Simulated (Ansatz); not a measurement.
# CsLiCr2Te2S3 (C2/m) in Ansatz: relaxation of cell and atoms with BLYP

Aim: the relaxation of cell and atoms of CsLiCr2Te2S3 with BLYP.

Everything below comes from runs of Ansatz 0.2.0. Logs are shortened: lines on timing, memory, paths and dates and some standing lists are left out, and cuts for length are marked.

## Step 1: The crystal as given

Symmetry: C2/m, No. 12, monoclinic system. Conventional cell: a = 14.579 Å, b = 4.209 Å, c = 7.709 Å, α = 90.00°, β = 109.04°, γ = 90.00°. Around Cs (site symmetry 2/m) lie 6 S at 3.84 to 3.85 Å and 6 Te at 4.08 to 4.23 Å and 2 Cs at 4.21 Å and 2 Cr at 4.27 Å and 4 Li at 4.39 Å. Li (site symmetry 2/m) is surrounded by 2 S at 2.10 Å. Cr (site symmetry m) is surrounded by 4 S at 2.33 to 2.46 Å. Around Te (site symmetry m) lie 2 Cr at 2.84 Å and 1 Li at 3.10 Å and 1 S at 3.19 Å. S (site symmetry m) has 3 Cr at 2.33 to 2.46 Å as nearest neighbours. Around S (site symmetry 2/m) lie 2 Li at 2.10 Å and 2 Cr at 2.38 Å.

The cell was built by a generator and needn't be a form met in nature.

## Step 2: Relaxation of cell and atoms, BLYP, collinear spin, ferromagnetic start

The input, input.yaml:

```yaml
crystal:
  lattice:
    - [7.28959, -2.10433, 0.01772]
    - [7.28959, 2.10433, 0.01772]
    - [-2.53315, 0.0, 7.281]
  atoms:
    - { symbol: Cs, position: [0.5, 0.5, 0.0] }
    - { symbol: Li, position: [0.0, 0.0, 0.5] }
    - { symbol: Cr, position: [0.3287, 0.3287, 0.433], spin: 3.0 }
    - { symbol: Cr, position: [0.6713, 0.6713, 0.567], spin: 3.0 }
    - { symbol: Te, position: [0.80672, 0.80672, 0.17427] }
    - { symbol: Te, position: [0.19328, 0.19328, 0.82573] }
    - { symbol: S, position: [0.16358, 0.16358, 0.39713] }
    - { symbol: S, position: [0.83642, 0.83642, 0.60287] }
    - { symbol: S, position: [0.5, 0.5, 0.5] }
hamiltonian:
  xc: blyp
  pseudopotentials: { kind: paw }
magnetization:
  spin_polarized: true
kpoints:
  mp_grid: { grid: [5, 5, 3] }
scf:
  occupations: { method: fermi_dirac, width: 0.05 }
output:
  forces: true
  stress: true
  eigenvalues: true
relax:
  f_tol: 0.01
  max_steps: 40
  cell: { stress_tol: 0.05 }
```

Potentials or basis: Ansatz PAW.

The run is started by

```bash
ansatz run input.yaml --threads 8 --pin off --max-ram 20480MiB --backend cpu --events-out ev --progress --plain --runs-dir out
```

What it wrote:

```text
Warning: RAYON_NUM_THREADS=8 ignored (pool sized by the plan → 8); use --threads N
Engine: ansatz 0.2.0, aarch64-unknown-linux-gnu
Pseudopotentials: kind: paw
Pseudopotential: Cs, paw, valence charge 9, recommended cutoff 420 eV (normal), Cs.paw.azcp
Pseudopotential: Li, paw, valence charge 3, recommended cutoff 420 eV (normal), Li.paw.azcp
Pseudopotential: Cr, paw, valence charge 14, recommended cutoff 420 eV (normal), Cr.paw.azcp
Pseudopotential: Te, paw, valence charge 16, recommended cutoff 420 eV (normal), Te.paw.azcp
Pseudopotential: S, paw, valence charge 6, recommended cutoff 420 eV (normal), S.paw.azcp
Functional definition: BLYP
  parameter beta = 0.0042
  parameter a = 0.04918
  parameter b = 0.132
  parameter c = 0.2533
  parameter d = 0.349
  exchange = b88_x(beta = beta)
  correlation = lyp_c(a = a, b = b, c = c, d = d)
Crystal: 9 atoms, lattice volume = 223.566 Å³
Basis set: ecut = 420 eV, 4341 PW (Γ), exchange–correlation on 108×108×108 points (8 copies of the dense FFT grid, shifted against one another)
Bands: 58, of which v1, the nominal top of the filled ones, is band 45 counted from 1 (44 counted from 0)
Symmetry: 4 space group operations
Space group: C2/m (ITA 12), of the structure as read, at distance tolerance 6.1e-5 Å
Magnetic group: BNS 12.58 (UNI 65), of the structure as read, at distance tolerance 6.1e-5 Å
k-points: 24 of 75
Non-local potential: Cs, projectors of the file, l = 0: 3, l = 1: 2, l = 2: 2, l = 3: 2
Non-local potential: Li, projectors of the file, l = 0: 3, l = 1: 2, l = 2: 1
Non-local potential: Cr, projectors of the file, l = 0: 3, l = 1: 2, l = 2: 3, l = 3: 1
Non-local potential: Te, projectors of the file, l = 0: 2, l = 1: 2, l = 2: 2, l = 3: 2
Non-local potential: S, projectors of the file, l = 0: 2, l = 1: 2, l = 2: 2
PAW form: soft (Blöchl's): semilocal exchange-correlation on the pseudo side does not see the compensation charge
[... 228 lines left out ...]
  E_aug_tail   = 0.000330  (compensation charges beyond the density's cutoff)
  E_ewald      = -5977.510029
  E_core_change = 0.112776  (= ΣΔE_core)
  E_smearing   = -0.031992  (= −TS)
  E_closure    = -0.000000  (closes the sum)
  Σ components = -29383.701577   (vs F -29383.701577, Δ=0.00e0)
--- Forces (eV/Å), atoms counted from 1 ---
  atom   1  Cs     0.00000000     0.00000000     0.00000000
  atom   2  Li     0.00000000     0.00000000     0.00000000
  atom   3  Cr    -0.00296976     0.00000000     0.00026688
  atom   4  Cr     0.00296976    -0.00000000    -0.00026688
  atom   5  Te    -0.00039086     0.00000000    -0.00101608
  atom   6  Te     0.00039086    -0.00000000     0.00101608
  atom   7  S      0.00271786    -0.00000000    -0.00007620
  atom   8  S     -0.00271786     0.00000000     0.00007620
  atom   9  S      0.00000000     0.00000000     0.00000000
  max |Σ_I F_I| component: 4.34e-19 eV/Å
--- Stress (GPa, compression-positive) ---
       -0.012120       0.000000      -0.008346
        0.000000      -0.011253      -0.000000
       -0.008346      -0.000000       0.010532
  P = ⅓ Tr σ = -0.0043 GPa (-0.043 kbar)
--- Band table (eV; the first three rows and the last of 48) ---
  k-point 0 ↑: bands = ["-66.0611", "-66.0605", "-39.2116", "-37.5059", "-37.5021", "-37.4695", "-37.4659", "-37.4605", "-37.4574", "-29.4525", "-29.4513", "-29.4467", "-29.4372", "-29.3693", "-29.3681", "-29.2880", "-29.2874", "-29.2806", "-29.2787", "-15.3028", "-6.4963", "-5.4735", "-5.2656", "-3.8519", "-3.3564", "-2.0580", "-2.0162", "-1.8601", "1.8658", "2.6848", "2.7132", "2.7427", "2.9834", "3.1134", "3.7679", "3.9696", "4.8213", "5.0629", "5.1105", "5.2009", "5.4641", "5.5750", "5.6851", "5.8478", "6.0089", "6.2132", "6.2741", "6.5708", "7.4894", "7.5009", "7.9548", "8.4936", "8.5474", "9.5912", "10.7829", "11.1778", "11.4872", "11.7722"]
  k-point 1 ↑: bands = ["-66.0611", "-66.0605", "-39.2116", "-37.5059", "-37.5021", "-37.4695", "-37.4659", "-37.4605", "-37.4574", "-29.4525", "-29.4513", "-29.4467", "-29.4372", "-29.3693", "-29.3681", "-29.2880", "-29.2874", "-29.2806", "-29.2787", "-15.3028", "-6.4919", "-5.4679", "-5.2684", "-4.0112", "-3.1667", "-2.0531", "-2.0166", "-1.8600", "1.7241", "2.7098", "2.7460", "2.8741", "3.1050", "3.1087", "3.4783", "3.9134", "4.8647", "4.9367", "5.1958", "5.3519", "5.4675", "5.5152", "5.8419", "5.8890", "5.9569", "6.2083", "6.2480", "6.6066", "7.0584", "7.5082", "7.9815", "8.1493", "8.6564", "9.8929", "11.0668", "11.4419", "11.6518", "11.7289"]
  k-point 2 ↑: bands = ["-66.0610", "-66.0605", "-39.2115", "-37.5056", "-37.5024", "-37.4698", "-37.4669", "-37.4600", "-37.4575", "-29.4525", "-29.4513", "-29.4456", "-29.4381", "-29.3691", "-29.3682", "-29.2881", "-29.2876", "-29.2802", "-29.2786", "-15.2874", "-6.3443", "-5.5126", "-5.3058", "-3.7522", "-3.2986", "-2.0780", "-2.0292", "-2.0060", "1.7651", "2.3151", "2.6484", "2.7039", "3.2364", "3.4687", "3.8550", "4.0492", "4.4652", "4.6353", "4.9653", "5.2682", "5.3448", "5.4580", "5.6699", "5.8643", "6.0094", "6.1741", "6.2571", "6.5624", "6.6790", "7.5575", "7.6994", "8.0066", "8.6787", "10.3793", "11.2674", "11.3678", "11.6365", "11.8822"]
  k-point 23 ↓: bands = ["-63.1336", "-63.1330", "-39.2061", "-34.7072", "-34.7031", "-34.6611", "-34.6575", "-34.5196", "-34.5174", "-29.4816", "-29.4800", "-29.4770", "-29.4698", "-29.3870", "-29.3865", "-29.3152", "-29.3149", "-29.3025", "-29.3011", "-15.2874", "-6.3563", "-5.8115", "-5.3757", "-3.9942", "-3.3121", "-2.0711", "-2.0177", "-1.9577", "2.5962", "2.7013", "2.7305", "2.8350", "3.4793", "3.5096", "3.6044", "4.4077", "4.5785", "4.9060", "5.0404", "5.2807", "5.8516", "6.3706", "6.6643", "7.9436", "8.2765", "8.3506", "8.4473", "8.5445", "8.6652", "8.8456", "8.9716", "9.1343", "9.7979", "10.7382", "11.4553", "11.6240", "11.8079", "12.0123"]
--- Relaxed structure (9 steps of the walk, 9 accepted, 2 SCFs on fresh bases) ---
  F+E_penalty+E_count = -29383.70157652 eV   max|allowed force component| = 2.970e-3 eV/Å   (the final SCF, on the basis selected at the relaxed cell)
  cell:  # Å, volume = 244.5945 Å³
    - [7.437338218407593, -2.142096408123737, 0.013644978216598103]
    - [7.437338218407593, 2.142096408123737, 0.013644978216598103]
    - [-2.5895128049029745, 0.0, 7.671694465492683]
  atoms:
    - { symbol: Cs, position: [0.5, 0.5, 0.0] }
    - { symbol: Li, position: [1.3877787807814457e-17, 1.3877787807814457e-17, 0.5] }
    - { symbol: Cr, position: [0.3285266964295308, 0.3285266964295308, 0.4310345808519466] }
    - { symbol: Cr, position: [0.6714733035704692, 0.6714733035704692, 0.5689654191480535] }
    - { symbol: Te, position: [0.8068409828435289, 0.8068409828435289, 0.1812670021437266] }
    - { symbol: Te, position: [0.1931590171564709, 0.1931590171564709, 0.8187329978562734] }
    - { symbol: S, position: [0.16523490342809605, 0.16523490342809605, 0.4045838546459468] }
    - { symbol: S, position: [0.8347650965719041, 0.8347650965719041, 0.5954161453540532] }
    - { symbol: S, position: [0.5, 0.5, 0.5] }
```

It took 72 s on 8 threads of Arm Neoverse V2, shared host; peak memory 1.3 GiB.

Results:

- Free energy: -29383.7016 eV
- Relaxed volume: 27.18 Å³/atom
- Relaxed cell: a = 7.740 Å, b = 7.740 Å, c = 8.097 Å, α = 107.80°, β = 107.80°, γ = 32.13°
- Space group after relaxing (to 0.05 Å): C2/m (No. 12)
- Energy gained by relaxing: 19.4 meV/atom
- Ionic steps: 11
- Pressure after relaxing: 0.0 GPa
- Band gap on the k mesh: none (metal or under the smearing width)
- Net moment: 5.24 μB per cell
- Absolute moment: 7.06 μB per cell
- Site moments: Cs -0.00; Li +0.00; Cr +2.66; Te -0.14; S -0.14, -0.04 μB

Forces on the atoms (eV/Å):
```
Cs   0.000  0.000  0.000
Li   0.000  0.000  0.000
Cr  -0.003  0.000  0.000
Cr   0.003  0.000  0.000
Te   0.000  0.000 -0.001
Te   0.000  0.000  0.001
S    0.003  0.000  0.000
S   -0.003  0.000  0.000
S    0.000  0.000  0.000
```

The path:
```
step  energy change (eV)  largest force (eV/Å)  volume (Å³)
   1              0.0000                0.2824       223.57
   2             -0.1520                0.1366       237.41
   3             -0.1666                0.0601       241.57
   4             -0.1684                0.0262       243.02
   5             -0.1690                0.0258       243.69
   6             -0.1692                0.0208       243.93
   7             -0.1694                0.0116       243.88
   8             -0.1694                0.0013       243.92
   9             -0.1749                0.0015       243.92
  10             -0.1749                0.0030       244.59
  11             -0.1750                0.0030       244.59
```

Final structure:
```cif
data_structure
_symmetry_space_group_name_H-M 'P 1'
_symmetry_Int_Tables_number 1
_cell_length_a 7.7397
_cell_length_b 7.7397
_cell_length_c 8.0969
_cell_angle_alpha 107.797
_cell_angle_beta 107.797
_cell_angle_gamma 32.135
_cell_volume 244.59
loop_
_atom_site_label
_atom_site_type_symbol
_atom_site_fract_x
_atom_site_fract_y
_atom_site_fract_z
_atom_site_occupancy
Cs1 Cs 0.50000 0.50000 0.00000 1
Li1 Li 0.00000 0.00000 0.50000 1
Cr1 Cr 0.32853 0.32853 0.43103 1
Cr2 Cr 0.67147 0.67147 0.56897 1
Te1 Te 0.80684 0.80684 0.18127 1
Te2 Te 0.19316 0.19316 0.81873 1
S1 S 0.16523 0.16523 0.40458 1
S2 S 0.83477 0.83477 0.59542 1
S3 S 0.50000 0.50000 0.50000 1
```

Caveat: the plane-wave basis is chosen anew once the cell has moved, so the energies of steps on either side of that aren't comparable; only a ferromagnetic start was run, and an antiferromagnetic order may lie lower in energy; the PAW data sets come from PBE, with cores solved anew for the run's functional, which leaves a small shift of forces and pressure. The run has no spin-orbit coupling, so splittings on Cs, Te are missing.
